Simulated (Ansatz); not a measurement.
# CH4O2SSi: a ladder of functionals and wavefunction methods

One table from this session's results is given with a row withheld; the runs are named, their logs left out.

The runs use Ansatz 0.2.0, Gaussian basis; functionals in def2-TZVPP, the program's frozen cores in correlated methods.

Plan: PBE-D4, r2SCAN-D4, PBE0-D4, B3LYP-D4, ωB97X-V, ωB97M-V, B2PLYP; CCSD(T)/def2-TZVPP; MP2/def2-QZVPP; extrapolation to the limit.

### The geometry

The geometry comes from an earlier relaxation with PBE0-D4 in a triple-zeta def2 set; it is a stationary point, not always the lowest conformer.

SMILES `O[Si]1(S)CO1`, 9 atoms, charge 0, spin multiplicity 1.

Atoms are counted from 1 here; the program's logs count them from 0.

Bond lengths: O1–Si2 1.625 Å, O1–H6 0.959 Å, Si2–S3 2.100 Å, Si2–C4 1.795 Å, Si2–O5 1.638 Å, S3–H7 1.344 Å, C4–O5 1.513 Å, C4–H8 1.088 Å, C4–H9 1.089 Å. Angles: Si2–O1–H6 117.5°, O1–Si2–S3 103.9°, O1–Si2–C4 126.0°, O1–Si2–O5 120.2°, S3–Si2–C4 126.1°, S3–Si2–O5 120.7°, C4–Si2–O5 52.1°, Si2–S3–H7 92.0°, Si2–C4–O5 58.6°, Si2–C4–H8 123.2°, Si2–C4–H9 123.1°, O5–C4–H8 112.0°, O5–C4–H9 111.8°, H8–C4–H9 112.4°, Si2–O5–C4 69.4°.

The first run:

Contents of in.yaml:

```yaml
crystal:
  periodic: [false, false, false]
  atoms:
    - {symbol: O, position_ang: [-0.750483, 0.218302, 1.855422]}
    - {symbol: Si, position_ang: [-0.201553, -0.237975, 0.396024]}
    - {symbol: S, position_ang: [0.107064, -2.305126, 0.598678]}
    - {symbol: C, position_ang: [0.565959, 0.832906, -0.823794]}
    - {symbol: O, position_ang: [-0.870551, 0.378948, -0.965408]}
    - {symbol: H, position_ang: [-1.081560, 1.114226, 1.944508]}
    - {symbol: H, position_ang: [0.489016, -2.421869, -0.684919]}
    - {symbol: H, position_ang: [1.191565, 0.461756, -1.633195]}
    - {symbol: H, position_ang: [0.639144, 1.912533, -0.704317]}
basis:
  gaussian: {orbitals: def2-TZVPP}
hamiltonian: {xc: pbe, dispersion: d4}
output: {forces: true, orbitals: {seedname: orbitals}}
```

Command:

```
$ ansatz run in.yaml --threads 4 --pin off --events-out ev --progress --plain --max-ram 10444MiB
```

Steps of the session up to this table: PBE-D4 (GGA); r2SCAN-D4 (meta-GGA); PBE0-D4 (hybrid); B3LYP-D4 (hybrid); ωB97X-V (range-separated); ωB97M-V (range-separated); B2PLYP (double hybrid); CCSD(T) in def2-TZVPP; MP2 in def2-QZVPP.

One of the session's tables, all rows but one given; the rest of the session is left out.

```
            method  atomisation energy (eV)
            PBE-D4                   36.165
         r2SCAN-D4                   35.550
           PBE0-D4                   35.218
          B3LYP-D4                   35.086
           ωB97X-V                   35.511
           ωB97M-V                   35.549
            B2PLYP                   34.823
     HF/def2-TZVPP                   24.179
    MP2/def2-TZVPP                   35.315
   CCSD/def2-TZVPP                   33.561
CCSD(T)/def2-TZVPP                   34.263
           MP2/CBS                   36.508
       CCSD(T)/CBS                        ?
```

Q: Estimate the row for CCSD(T)/CBS from the others.

The run gave: atomisation energy (eV): 35.456. In the column «atomisation energy (eV)» it lies between MP2/def2-TZVPP (35.315) and ωB97X-V (35.511).

To keep in mind: Free atoms (2 O, 1 Si, 1 S, 1 C, 4 H) were run apart at each level; the atomisation energy is their sum less the molecule, without zero-point or spin-orbit terms.
